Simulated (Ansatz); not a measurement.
# HgTe: a two-dimensional strain map

This session takes HgTe and sets out to strain the cell in the xy plane and along z independently.

Computed with Ansatz 0.2.0 (DFT r2SCAN, scalar-relativistic, plane waves, PAW, unless a step's input says otherwise).

**1. The starting structure**

The structure is orthorhombic, space group Cmcm (No. 63). The conventional cell has a = 5.907 Å, b = 6.784 Å, c = 5.855 Å, α = 90.00°, β = 90.00°, γ = 90.00°. Hg (site symmetry m2m) is surrounded by 5 Te at 2.98 to 3.03 Å. Te (site symmetry m2m) has 5 Hg at 2.98 to 3.03 Å as nearest neighbours.

Coordinates:

```xyz
4
Lattice="2.9535 -3.3921 0.0000 2.9535 3.3921 0.0000 0.0000 0.0000 5.8547" Properties=species:S:1:pos:R:3 pbc="T T T"
Hg    2.9535    1.1972    4.3910
Hg    2.9535   -1.1972    1.4637
Te    2.9535   -1.8321    4.3910
Te    2.9535    1.8321    1.4637
```

It goes back to an entry of the Materials Project, which need not be the stable form.

This cell was relaxed beforehand with the same method: volume 29.33 Å³/atom, gap on the mesh none (metal).

**2. The reference cell**

Reference values: F = -41645.4574 eV; pressure 0.01 GPa; largest force 0.005 eV/Å; gap on the mesh none (metal). It was computed beforehand with the settings of the runs below.

**3. Next: a two-dimensional strain map**

The cell is strained by p along both x and y and by q along z, with fractional coordinates fixed.

**4. p = -0.050, q = -0.050**

input.yaml reads:

```yaml
crystal:
  lattice:
    - [2.8058125281, -3.2225354994, 0.0]
    - [2.8058125281, 3.2225354994, 0.0]
    - [0.0, 0.0, 5.561957873]
  atoms:
    - { symbol: Hg, position: [0.3235325388, 0.6764674612, 0.75] }
    - { symbol: Hg, position: [0.6764674612, 0.3235325388, 0.25] }
    - { symbol: Te, position: [0.7700436581, 0.2299563419, 0.75] }
    - { symbol: Te, position: [0.2299563419, 0.7700436581, 0.25] }
basis:
  ecutwfc: 500
kpoints:
  mp_grid: { grid: [12, 12, 8] }
hamiltonian:
  xc: r2scan
scf:
  occupations: { method: gaussian, width: 0.15 }
output:
  forces: true
  stress: true
  eigenvalues: true
```

Run with:

```console
$ ansatz run input.yaml --threads 2 --pin off --max-ram 5120MiB --backend cpu --events-out ev --progress --plain --runs-dir out
```

Further runs follow: At p = -0.050, q = 0.000; point p = -0.050, q = 0.050; At p = 0.000, q = -0.050; At p = 0.000, q = 0.050; p = 0.050, q = -0.050; p = 0.050, q = 0.000; At p = 0.050, q = 0.050; At p = -0.050, q = -0.025; point p = -0.050, q = 0.025; p = -0.025, q = -0.050.

Before running it: what results should come out? Wanted: highest point; lowest point away from the origin.

**Answer**, as computed:

| quantity | value |
| --- | --- |
| highest point | 128.3 meV/atom at (p, q) = (-0.050, -0.050) |
| lowest point away from the origin | 16.6 meV/atom at (0.000, 0.050) |

What this shows: The undisturbed cell is the lowest computed point. At |p| = |q| = 0.050, points where p and q have the same sign cost 106.0 meV/atom on average, those of opposite sign 38.1: stretching in the plane is cheaper with a contraction along z. The runs treat Hg, Te without spin-orbit coupling.
